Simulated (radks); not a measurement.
# Taking charge from the 1s level of Zr⁺ in fractions

An exercise on one series of results from a longer session: the logs are not shown, and one member is left open.

Method: scalar-relativistic Kohn-Sham, BLYP, spin-polarised, spherical densities, finite nucleus; open shells are filled with parallel spins first. Code: radks (a radial shooting solver on a logarithmic mesh, Libxc functionals) version 1.

**What is computed**

```
element            : zirconium (Z = 40)
charge             : +1
electrons          : 39
configuration      : 1s(up 1, down 1) 2s2 2p6 3s2 3p6 3d10 4s2 4p6 4d2 5s1
nuclear rms radius : 4.2694 fm
```

A shell typed twice in an input gives spin up, then spin down.

Set-up of the first run:

Input:

```text
Z 40
configuration 1s1 1s1 2s2 2p6 3s2 3p6 3d10 4s2 4p6 4d2 5s1
relativity scalar-relativistic
functional b88,lyp
spin polarised
nucleus finite rms 4.2694 fm
c 137.035999084
```

Among the steps run: Start: 1s(up 1, down 1) 2s2 2p6 3s2 3p6 3d10 4s2 4p6 4d2 5s1.

One table of the session follows, with a row left open; its other results are not shown here.

It belongs to the step «Start: 1s(up 1, down 1) 2s2 2p6 3s2 3p6 3d10 4s2 4p6 4d2 5s1». Radial moments (bohr):

```
  level     <r>  outermost maximum (interpolated)  90 % within  nodes
3d down  0.4526                             0.347        0.728      0
  4s up   1.214                              1.08         1.77      3
4s down       ?                                 ?            ?      ?
  4p up   1.371                              1.18         2.04      2
4p down   1.364                              1.18         2.03      2
  5s up   3.362                              2.96         4.89      4
  4d up   2.141                              1.60         3.44      1
4d down   2.153                              1.58         3.48      1
```

Estimate the missing values for 4s down.

As computed: <r>: 1.209; outermost maximum (interpolated): 1.07; 90 % within: 1.77; nodes: 3. In the column «<r>» it lies between 3d down (0.4526) and 4s up (1.214).
